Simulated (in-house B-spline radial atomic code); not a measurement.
# Ni⁶⁺: ionisation energy by several methods

How far do functionals differ on the ionisation energy of Ni⁶⁺? Each run solves Ni⁶⁺ and then the next ion ([Ar] 3d3).

The numbers are computed with in-house B-spline radial atomic code version 1 (scalar-relativistic (X2C), several functionals, spin-polarised, exact exchange averaged over the configuration; spherical all-electron atom at the radial basis limit), except any that are marked as measured or tabulated.

### 1 The atom as given

| Quantity | Value |
| --- | --- |
| element | nickel (Z = 28) |
| charge | +6 |
| electrons | 22 |
| configuration | [Ar] 3d4 |
| nucleus | Fermi, rms radius 3.776 fm |

The outer shells:

[Ar] 3d4
```
[Ar] core
3d [↑ ][↑ ][↑ ][↑ ][  ]
```

Where spins are not typed, each open shell is filled with up spins first.

### 2 HSE06, a range-separated hybrid

Settings of the run:

```ini
Z = 28
electrons = 22.0
configuration = [Ar] 3d4
hamiltonian = x2c
method = hse06
spin_polarised = True
nucleus = fermi
rms_radius = 3.7757
mass_number = 58
atomic_mass = 57.93534165
speed_of_light = 137.035999084
exact_exchange = averaged over the configuration
```

Started as:

```
> python run_scf.py task.json out
```

The settings of every run stand in task.json; they run in order.

### 3 BHandHLYP, a global hybrid

Changes to the settings of step 2:

```diff
@@ -4,3 +4,3 @@
 hamiltonian = x2c
-method = hse06
+method = bhandhlyp
 spin_polarised = True
```

### 4 TPSSh, a global hybrid

Changes to the settings of step 3:

```diff
@@ -4,3 +4,3 @@
 hamiltonian = x2c
-method = bhandhlyp
+method = tpssh
 spin_polarised = True
```

### 5 LC-ωPBE, a range-separated hybrid

Changes to the settings of step 4:

```diff
@@ -4,3 +4,3 @@
 hamiltonian = x2c
-method = tpssh
+method = lc_wpbe
 spin_polarised = True
```

### 6 B3LYP, a global hybrid

Changes to the settings of step 5:

```diff
@@ -4,3 +4,3 @@
 hamiltonian = x2c
-method = lc_wpbe
+method = b3lyp
 spin_polarised = True
```

### 7 r2SCAN0, a global hybrid

Changes to the settings of step 6:

```diff
@@ -4,3 +4,3 @@
 hamiltonian = x2c
-method = b3lyp
+method = r2scan0
 spin_polarised = True
```

Q: The tabulated ionisation energy is 132 ± 2 eV (tabulated theoretical; NIST Atomic Spectra Database). What does each method give, and which comes nearest?

The runs gave:

| method | rung | total energy (hartree) | ΔSCF (eV) | −ε highest (eV) | ΔSCF less tabulated (eV) |
| --- | --- | --- | --- | --- | --- |
| BHandHLYP | global hybrid | -1509.5670 | 134.28 | 128.46 (3d up) | +2.28 |
| TPSSh | global hybrid | -1509.5488 | 134.21 | 122.17 (3d up) | +2.21 |
| B3LYP | global hybrid | -1509.5508 | 134.39 | 123.87 (3d up) | +2.39 |
| r2SCAN0 | global hybrid | -1509.4985 | 134.79 | 125.17 (3d up) | +2.79 |
| HSE06 | range-separated hybrid | -1509.3287 | 134.27 | 124.13 (3d up) | +2.27 |
| LC-ωPBE | range-separated hybrid | -1509.3260 | 134.26 | 126.37 (3d up) | +2.26 |

The tabulated ionisation energy is 132 ± 2 eV (tabulated theoretical; NIST Atomic Spectra Database). TPSSh comes nearest (+2.21 eV) and r2SCAN0 is farthest (+2.79 eV, 2.1 %). All methods miss on the same side by much the same amount, which points to something that they share. Relativistic terms that these runs lack can be as large as the gaps between close methods, so the nearest may be so by luck. Open shells are averaged (over orientations, and over spins where the run is restricted), while tables refer to the lowest levels.
